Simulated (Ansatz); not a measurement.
# SnBrF3: basis-set convergence

How large a basis does SnBrF3 need? Two functionals are run in growing sets.

Method: one geometry, several basis sets; program: Ansatz 0.2.0, Gaussian basis.

The runs, in order: PBE0-D4/def2-SVP; ωB97M-V/def2-SVP; PBE0-D4/def2-QZVPP; ωB97M-V/def2-QZVPP; the functionals' def2-TZVPP values are taken from earlier runs.

## (1) The relaxed structure

The geometry comes from an earlier relaxation with PBE0-D4/def2-TZVP; it is a stationary point. Sn takes the def2 core potential; no spin-orbit term is included.

SMILES `[F][Sn]([F])([F])[Br]`, 5 atoms, charge 0, spin multiplicity 1.

Atoms are counted from 1 here; the program's logs count them from 0.

Bond lengths: F1–Sn2 1.884 Å, Sn2–F3 1.884 Å, Sn2–F4 1.884 Å, Sn2–Br5 2.407 Å. Angles: F1–Sn2–F3 106.5°, F1–Sn2–F4 106.5°, F1–Sn2–Br5 112.3°, F3–Sn2–F4 106.5°, F3–Sn2–Br5 112.3°, F4–Sn2–Br5 112.3°.

## (2) PBE0-D4 in def2-SVP

in.yaml reads:

```yaml
crystal:
  periodic: [false, false, false]
  atoms:
    - {symbol: F, position_ang: [-0.940364, -0.486159, 1.573639]}
    - {symbol: Sn, position_ang: [0.012695, -0.066265, 0.003603]}
    - {symbol: F, position_ang: [1.784710, -0.642587, 0.281828]}
    - {symbol: F, position_ang: [-0.696621, -1.153891, -1.361511]}
    - {symbol: Br, position_ang: [-0.110620, 2.275202, -0.539057]}
basis:
  gaussian: {orbitals: def2-SVP}
hamiltonian: {xc: pbe0, dispersion: d4}
output: {orbitals: {seedname: orbitals}}
```

The run is started by

```sh
ansatz run in.yaml --threads 4 --pin off --events-out ev --progress --plain --max-ram 10444MiB
```

Further steps of the session: ωB97M-V in def2-SVP; PBE0-D4 in def2-QZVPP; ωB97M-V in def2-QZVPP.

Q: Predict the results of all the runs planned. Wanted: PBE0-D4: double and triple zeta above quadruple; ωB97M-V: double and triple zeta above quadruple.

The runs gave:

| quantity | value |
| --- | --- |
| PBE0-D4: double and triple zeta above quadruple | 21.59, 2.02 eV |
| ωB97M-V: double and triple zeta above quadruple | 21.66, 1.93 eV |

PBE0-D4 gains 19.57 eV from double to triple zeta, then 2.02 eV more. These are total energies; as a rule much of such shifts cancels in differences, which this series doesn't test.
